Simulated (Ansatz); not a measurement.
## TiAu, space group P-6m2: the spin response to a magnetic field, step by step

Computed with Ansatz's Python interface.

The script reads `tiau.cif`:
```cif
data_TiAu
_cell_length_a 2.986476
_cell_length_b 2.986476
_cell_length_c 4.554018
_cell_angle_alpha 90.00000
_cell_angle_beta 90.00000
_cell_angle_gamma 120.00000
_symmetry_space_group_name_H-M 'P 1'
_symmetry_Int_Tables_number 1
loop_
_symmetry_equiv_pos_as_xyz
'x, y, z'
loop_
_atom_site_label
_atom_site_type_symbol
_atom_site_fract_x
_atom_site_fract_y
_atom_site_fract_z
Ti1 Ti    0.000000    0.000000    0.000000
Au2 Au    0.333333    0.666667    0.500000
```

Run as a notebook:

In [1]:
```python
import ansatz as az
from ase.io import read
import numpy as np
from tabulate import tabulate

atoms = read('tiau.cif')
xtal = az.Crystal.from_ase(atoms)
```

In [2]:
```python
job = (
    xtal.calculation()
    .functional('lda')
    .basis(420)
    .kpoints(spacing=0.29)
    .occupations(az.OccupationsMethod.COLD)
    .spin('collinear')
)
# the field acts on the spins alone; such large fields lift the response over the noise
rows = []
for tesla in [0, 100, 200, 400]:
    report = (job.magnetic_field(tesla) if tesla else job).run().report
    rows.append((tesla, report['magnetization_mub'], report['free_energy_ev'], report['components'].get('e_zeeman', 0.0)))
print(tabulate(rows, headers=['B (T)', 'moment muB', 'F eV', 'Zeeman term eV'], floatfmt='.4f', tablefmt='simple'))
slope = np.polyfit([row[0] for row in rows], [row[1] for row in rows], 1)[0]
print(f'dM/dB = {1000 * slope:.4f} muB per 1000 T per cell')
```
```text
DeckWarning: the atoms were moved onto the symmetric positions of the space group found under crystal.symmetry.tolerance 1.0e-5 (fractional; no operation is sought that the atoms, as they stand in a round, miss by more than twice it, and no atom is moved by as much as it), and the run uses the moved positions. Before a round's move an operation carried an atom to 1.49e-6 Å from where it should [...]
RunWarning: this spin-polarised run has no starting moment large enough to seed its density, so its SCF can try parallel moments of its own, which can die out, and starts no order whose moments cancel. Behind that start scf.lower_state_search: light tries no other order and makes no probe for moments, and off searches nothing, so another order or size of moments can lie lower. To look for one, [...]
  B (T)    moment muB         F eV    Zeeman term eV
-------  ------------  -----------  ----------------
      0        0.5557  -15315.5355            0.0000
    100        0.6165  -15315.5389           -0.0036
    200        0.6651  -15315.5426           -0.0077
    400        0.7351  -15315.5507           -0.0170
dM/dB = 0.4404 muB per 1000 T per cell
```

Absolute energies stand on the zero of these potentials, so only differences at equal settings mean something. A total without «per atom» is that of the cell as typed. The mesh is modest for a metal, so energies can be off by several to tens of meV an atom and pressures by half a GPa or more; differences at equal mesh fare better. Spin-orbit coupling, which matters for elements this heavy, is left out. The structure comes from a database of computed cells and needn't be a stable or known phase. Warnings are shown shortened and without file and line. Orbital magnetism is left out. The response of a metal hangs strongly on mesh and smearing, and a straight-line fit holds only where the moment is linear in the field. Hardware and time: 49 s on 1 thread of Arm Neoverse V1, with other jobs on the host, peak memory 0.46 GiB.

(Lines on the test bed's own set-up are left out of the output.)
